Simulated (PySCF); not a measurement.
# C5H5B: the cost of one run

Computed with PySCF 2.14.0, with density-fitted response routines of our own, on a single molecule in the gas phase. Atoms are numbered from 0 throughout.

### Step 1. The molecule as given

11 atoms, charge 0, multiplicity 1; geometry from: GFN2-xTB. The atoms were then displaced at random by about 0.01 Å, so the start is not that level's minimum.

Bonds of the start (Å): C0–C1 1.24, C1–B2 1.52, B2–C3 1.45, C3–C4 1.25, C4–C5 1.44, C0–H6 1.03, B2–H7 1.19, C5–H8 1.07, C5–H9 1.09, C5–H10 1.10.

### Step 2. Relaxing the molecule at PBE0-D3(BJ)/def2-SVP

Job settings and geometry (Å):

```
{"job": {"xc": "PBE0", "basis": "def2-SVP", "d3": "d3bj", "grid": 1, "shake": 0.01, "kind": "geom"}, "charge": 0, "multiplicity": 1}
C      3.380830    -0.653500     0.320720
C      2.429840     0.125740     0.162580
B      1.261440     1.078370    -0.033070
C     -0.079450     0.533940    -0.069970
C     -1.240300     0.082500    -0.111300
C     -2.586900    -0.427560    -0.147620
H      4.180220    -1.288100     0.449610
H      1.493370     2.237760    -0.140770
H     -2.760840    -0.894080    -1.095300
H     -3.311850     0.365870     0.007800
H     -2.728260    -1.186770     0.641660
```

On the command line:

```sh
$ OMP_NUM_THREADS=1 python probes_run.py task.json out
```

This one command runs all jobs of the session in turn.

**Question.** How long does this first job take on 1 thread of Arm Neoverse V2, shared host, and how much memory does it need?

About 17 s, with a peak of 0.43 GiB.
